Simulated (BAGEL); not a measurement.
**BrF (bromine fluoride): HF/cc-pVTZ (density fitting with qzvpp-jkfit)**

What is the vertical ionisation energy of BrF (bromine fluoride) at HF/cc-pVTZ (density fitting with qzvpp-jkfit)? 

Program for the calculation: BAGEL 1.2.2.

14 further runs of the same task are left out: 8 that didn't finish, 6 set aside as unsound or not needed.

## (1) The system as given

The species is BrF (2 atoms), meant as a singlet with charge 0. As SMILES, `FBr`. Geometry: relaxed at GFN2-xTB.

Bond lengths: F1–Br2 1.800 Å.

## (2) The energy at HF/cc-pVTZ (density fitting with qzvpp-jkfit)

hf.json reads:

```json
{ "bagel": [

{
  "title": "molecule",
  "basis": "cc-pvtz.json",
  "df_basis": "qzvpp-jkfit",
  "angstrom": true,
  "geometry": [
    { "atom": "F", "xyz": [       0.000000,       0.000000,       0.000000 ] },
    { "atom": "Br", "xyz": [       0.000000,       0.000000,       1.799940 ] }
  ]
},

{
  "title": "hf"
},

{
  "title": "print",
  "file": "orbitals.molden",
  "orbitals": true
}

]}
```

The basis set cc-pVTZ is read from a file made from the Basis Set Exchange's data (not shown).

Command:

```
$ BAGEL_NUM_THREADS=1 BAGEL hf.json > hf.out
```

Log:

```text
* using 1 threads per process

  ===============================================================
  ===============================================================

  *** Geometry ***

  { "atom" : "F", "xyz" : [      0.000000,      0.000000,      0.000000 ] },
  { "atom" : "Br", "xyz" : [      0.000000,      0.000000,      3.401394 ] },

  Number of auxiliary basis functions:      343

  Since a DF basis is specified, we compute 2- and 3-index integrals:
    o Being stored without compression. Storage requirement is 0.015 GB

  Number of basis functions:       73
  Number of electrons      :       44

    * METHOD: MOLECULE                             0.11

  *** RHF ***

  === Nuclear Repulsion ===
    92.6090988372

      * DIIS with orbital gradients will be used.

  === RHF iteration (cc-pvtz.json) ===
      0      -2671.73573216          0.01918646           0.03
      1      -2671.78044643          0.01678520           0.02
      2      -2671.86194009          0.00100208           0.02
      3      -2671.86237197          0.00031214           0.03
      4      -2671.86241684          0.00009451           0.02
      5      -2671.86242239          0.00003424           0.02
      6      -2671.86242332          0.00001224           0.02
      7      -2671.86242343          0.00000292           0.02
      8      -2671.86242344          0.00000131           0.02
      9      -2671.86242344          0.00000017           0.03
     10      -2671.86242344          0.00000005           0.02
     11      -2671.86242344          0.00000002           0.02
     12      -2671.86242344          0.00000000           0.02
    * SCF iteration converged.

    * Permanent dipole moment:
           (   -0.000000,    -0.000000,    -0.750813) a.u.

    * METHOD: HF                                   0.46

    * METHOD: PRINT                                0.01

  ===============================================================
```

It took 0.7 s on 1 thread of Arm Neoverse V2, shared host.

## (3) The doublet cation at the same level

input.json reads:

```json
{ "bagel": [

{
  "title": "molecule",
  "basis": "cc-pvtz.json",
  "df_basis": "qzvpp-jkfit",
  "angstrom": true,
  "geometry": [
    { "atom": "F", "xyz": [       0.000000,       0.000000,       0.000000 ] },
    { "atom": "Br", "xyz": [       0.000000,       0.000000,       1.799940 ] }
  ]
},

{
  "title": "rohf",
  "charge": 1,
  "nopen": 1
},

{
  "title": "print",
  "file": "orbitals.molden",
  "orbitals": true
}

]}
```

The basis set cc-pVTZ is read from a file made from the Basis Set Exchange's data (not shown).

Command:

```
$ BAGEL_NUM_THREADS=1 BAGEL input.json > input.out
```

Log:

```text
* using 1 threads per process

  ===============================================================
  ===============================================================

  *** Geometry ***

  { "atom" : "F", "xyz" : [      0.000000,      0.000000,      0.000000 ] },
  { "atom" : "Br", "xyz" : [      0.000000,      0.000000,      3.401394 ] },

  Number of auxiliary basis functions:      343

  Since a DF basis is specified, we compute 2- and 3-index integrals:
    o Being stored without compression. Storage requirement is 0.015 GB

  Number of basis functions:       73
  Number of electrons      :       44

    * METHOD: MOLECULE                             0.11

  *** Open-shell HF ***

  === Nuclear Repulsion ===
    92.6090988372

      * DIIS with orbital gradients will be used.

  === ROHF iteration (cc-pvtz.json) ===
      0      -2671.25522456          0.04595493           0.05
      1      -2671.26843259          0.05026078           0.05
      2      -2671.30493532          0.04030633           0.05
      3      -2671.43987504          0.00265655           0.05
      4      -2671.44141441          0.00148573           0.05
      5      -2671.44209976          0.00075183           0.05
      6      -2671.44233661          0.00019593           0.05
      7      -2671.44236620          0.00004536           0.05
      8      -2671.44236679          0.00001326           0.05
      9      -2671.44236669          0.00000470           0.05
     10      -2671.44236666          0.00000130           0.05
     11      -2671.44236655          0.00000024           0.05
     12      -2671.44236655          0.00000010           0.05
     13      -2671.44236655          0.00000002           0.05
     14      -2671.44236655          0.00000001           0.05
    * SCF iteration converged.

    * S^2 (ROHF) is 0.7500

    * Permanent dipole moment:
           (   -0.000000,    -0.000000,    -0.949930) a.u.

    * METHOD: ROHF                                 0.90

    * METHOD: PRINT                                0.01

  ===============================================================
```

Wall time 1.1 s (1 thread of Arm Neoverse V2, shared host).

## (4) Outcome

At HF/cc-pVTZ (density fitting with qzvpp-jkfit):

```
                                          quantity           value
                         singlet BrF: total energy  -2671.86242 Eh
                        singlet BrF: dipole moment          1.91 D
                          singlet BrF: HOMO energy       -12.41 eV
                          singlet BrF: LUMO energy         0.55 eV
                        singlet BrF: HOMO–LUMO gap        12.96 eV
                      doublet cation: total energy  -2671.44237 Eh
                              doublet cation: ⟨S²⟩           0.750
vertical ionisation energy (to the doublet cation)       11.430 eV
```

Removing an electron at fixed nuclei costs 11.43 eV (264 kcal/mol). −ε(HOMO) before ionisation, 12.41 eV, is 0.98 eV above this ionisation energy.
